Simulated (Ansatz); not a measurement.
FH₄NSi, SMILES N[SiH2]F, the interaction energy of a dimer with the counterpoise correction

Program: the Ansatz DFT code, driven from Python.

Notebook, run cell by cell (the value of a cell's last expression is shown):

In [1]:
```python
import ansatz as az
```

In [2]:
```python
FIRST = [
    ("N", (-0.7004, 0.4712, -0.6097)),
    ("Si", (0.5218, -0.0242, 0.359)),
    ("F", (0.1831, -1.5669, 0.6057)),
    ("H", (-0.69, -0.0679, -1.449)),
    ("H", (-1.6116, 0.3053, -0.1459)),
    ("H", (0.4833, 0.7482, 1.628)),
    ("H", (1.8141, 0.1343, -0.3883)),
]
SECOND = [
    ("N", (3.204, 2.4304, 2.9249)),
    ("Si", (2.1749, 1.5439, 3.8374)),
    ("F", (2.993, 1.3252, 5.1932)),
    ("H", (3.4064, 3.2846, 3.3986)),
    ("H", (4.0991, 1.9234, 2.8037)),
    ("H", (1.9044, 0.2524, 3.1539)),
    ("H", (0.9344, 2.3546, 4.0776)),
]
```

In [3]:
```python
def energy(atoms, ghosts=()):
    molecule = az.Crystal.molecule()
    for symbol, xyz in atoms:
        molecule = molecule.atom(symbol, xyz)
    calc = (
        molecule.calculation()
        .basis(gaussian="cc-pVDZ")
        .functional("hf")
    )
    deck = calc.input()
    if ghosts:
        deck = deck.set(az.key.basis.gaussian.ghost_atoms, [{"symbol": s, "position_ang": list(xyz)} for s, xyz in ghosts])
    return az.Session.from_dict(deck).plan().execute().report["free_energy_ev"]

both = energy(FIRST + SECOND)
alone = energy(FIRST) + energy(SECOND)
ghosted = energy(FIRST, SECOND) + energy(SECOND, FIRST)
print(f"dimer {both:.6f} eV")
print(f"interaction, uncorrected   {96.485332 * (both - alone):8.3f} kJ/mol")
print(f"interaction, counterpoise  {96.485332 * (both - ghosted):8.3f} kJ/mol")
print(f"basis-set superposition    {96.485332 * (alone - ghosted):8.3f} kJ/mol")
```
```text
dimer -24230.061582 eV
interaction, uncorrected     12.333 kJ/mol
interaction, counterpoise    14.641 kJ/mol
basis-set superposition       2.307 kJ/mol
```

Uncorrected it is 12.333 kJ/mol, with the counterpoise correction 14.641 kJ/mol; the difference, 2.308 kJ/mol, is the superposition error. In this basis both values are repulsive.

Reading the output:
- Total energies depend on the basis set; only differences at equal settings carry meaning.
- The dimer is a generated trial pose of unrelaxed monomers, not a minimum, so the figure is no binding energy, and the basis set is small.
- Hartree-Fock leaves correlation out, so bond, atomisation and ionisation energies come out well too low.
- This level lacks the dispersion part of the attraction (electrostatics and induction are there), which can decide the sign where the interaction is weak.
- The whole script took 6.5 s on 1 thread of Arm Neoverse V1, on a shared host, peak memory 0.32 GiB.
